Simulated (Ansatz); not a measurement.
Write a Python script for the Python package of Ansatz (0.2.0) that makes a single point in a Gaussian basis of C2H4AlNSe, SMILES C1=[N][AlH][CH2][Se]1. Use: LC-wPBE, cc-pVDZ basis, multiplicity 1.

```yaml
atoms:
  - { symbol: C, position_ang: [0.5059, 1.5390, -0.5800] }
  - { symbol: N, position_ang: [1.4066, 0.8797, -0.0940] }
  - { symbol: Al, position_ang: [0.7995, -0.7066, 0.6710] }
  - { symbol: C, position_ang: [-0.9482, -0.8043, 0.1277] }
  - { symbol: Se, position_ang: [-1.4059, 1.0155, -0.4398] }
  - { symbol: H, position_ang: [0.6858, 2.5296, -1.1018] }
  - { symbol: H, position_ang: [1.8133, -1.9062, 1.1334] }
  - { symbol: H, position_ang: [-1.0890, -1.4834, -0.7411] }
  - { symbol: H, position_ang: [-1.6796, -1.1096, 1.0077] }
```

Script `energy_c2h4alnse.py`:
```python
"""Electronic structure of the C2H4AlNSe molecule."""

from pathlib import Path

import ansatz as az
import numpy as np
import pandas as pd

BASIS = "cc-pVDZ"
XC = "lc_wpbe"

geometry_ang = [
    ("C", [0.5059, 1.539, -0.58]),
    ("N", [1.4066, 0.8797, -0.094]),
    ("Al", [0.7995, -0.7066, 0.671]),
    ("C", [-0.9482, -0.8043, 0.1277]),
    ("Se", [-1.4059, 1.0155, -0.4398]),
    ("H", [0.6858, 2.5296, -1.1018]),
    ("H", [1.8133, -1.9062, 1.1334]),
    ("H", [-1.089, -1.4834, -0.7411]),
    ("H", [-1.6796, -1.1096, 1.0077]),
]
mol = az.Crystal.molecule()
for symbol, xyz in geometry_ang:
    mol = mol.atom(symbol, xyz)

model = mol.calculation()
model = model.basis(gaussian=BASIS)
model = model.functional(XC).forces()
model = model.orbitals()
done = model.run(threads=1, pin="off", runs_dir="out")
r = done.report

for key in ("converged", "free_energy_ev", "reference_energy_ev", "n_frozen", "n_occupied", "n_virtual"):
    print(f"{key:22s} {r[key]}")

state = r["mean_field"]["state"]
print(f"mean field: {state['energy']['hartree']:.7f} Ha, <S^2> = {abs(state['spin_squared']):.4f}, stability: {state.get('stability', {}).get('kind')}")

symbols = [site.symbol for site in mol.cartesian_sites]
print("forces (eV/A)")
for symbol, f in zip(symbols, r["forces_ev_ang"]):
    print(f"  {symbol:2s} {f[0]:9.4f} {f[1]:9.4f} {f[2]:9.4f}")

charges = r["charge_distribution"]
table = pd.DataFrame({"atom": symbols, "mulliken": charges["mulliken_charges_e"], "lowdin": charges["lowdin_charges_e"]})
print(table.round(3).to_string())
print("dipole (e A):", np.round(charges["dipole_moment_e_ang"], 4) + 0.0)

lines = Path(r["orbitals_path"]).read_text().splitlines()
field_of = lambda key: [line.split("=")[1].strip() for line in lines if line.startswith(key)]
orbitals = [(27.211386 * float(e), s, float(n)) for e, s, n in zip(field_of("Ene="), field_of("Spin="), field_of("Occup="))]
homo = max(e for e, _, n in orbitals if n > 0.5)
lumo = min(e for e, _, n in orbitals if n < 0.5)
for e, spin, n in sorted(orbitals):
    if homo - 10 < e < lumo + 5:
        print(f"{spin:6s} {e:10.3f} eV  occupation {n:.0f}")
```

Running `python energy_c2h4alnse.py` prints:
```text
converged              True
free_energy_ev         -75560.41270766073
reference_energy_ev    -75560.41270766073
n_frozen               0
n_occupied             [35, 35]
n_virtual              [72, 72]
mean field: -2776.7939503 Ha, <S^2> = 0.0000, stability: minimum
forces (eV/A)
  C    -2.1173    2.2891   -1.0789
  N     2.4190   -1.7742    1.4144
  Al    2.9926   -0.5149   -0.0918
  C    -3.8623   -0.1528    1.0286
  Se    0.2535   -0.2531   -0.2225
  H    -0.4539   -0.7233    0.2587
  H    -0.4402    0.5965    0.1115
  H    -0.0627    0.0839    0.4403
  H     1.2712    0.4487   -1.8604
  atom  mulliken  lowdin
0    C    -0.015  -0.252
1    N    -0.301   0.126
2   Al     0.512  -0.075
3    C    -0.402  -0.198
4   Se     0.009   0.332
5    H     0.065   0.013
6    H    -0.101  -0.063
7    H     0.119   0.047
8    H     0.115   0.071
dipole (e A): [-0.1299 -0.2352  0.2223]
Alpha     -18.556 eV  occupation 2
Alpha     -15.670 eV  occupation 2
Alpha     -15.064 eV  occupation 2
Alpha     -14.763 eV  occupation 2
Alpha     -13.148 eV  occupation 2
Alpha     -12.821 eV  occupation 2
Alpha     -12.570 eV  occupation 2
Alpha     -11.004 eV  occupation 2
Alpha      -8.987 eV  occupation 2
Alpha      -8.891 eV  occupation 2
Alpha       0.380 eV  occupation 0
Alpha       2.252 eV  occupation 0
Alpha       2.801 eV  occupation 0
Alpha       3.327 eV  occupation 0
Alpha       3.492 eV  occupation 0
Alpha       4.565 eV  occupation 0
Alpha       4.796 eV  occupation 0
Alpha       5.112 eV  occupation 0
```

Notes:
- Total energies depend on the basis set; only differences at equal settings carry meaning.
- The geometry is a force-field or estimated start, not a minimum of this method, and the basis set is short of its limit.
- The Löwdin charges here are taken after orthogonalising the functions within each atom; they differ from plain Löwdin charges, and their signs can be unphysical.
- Alpha marks a spatial orbital of a restricted run, filled by both spins.
- Levels such as HOMO and LUMO are orbital energies: with these approximate functionals they aren't the ionisation energy and electron affinity, and their gap isn't the fundamental gap.
- It ran for 7 s on 1 thread of Arm Neoverse V1 (shared host), peak memory 0.33 GiB.
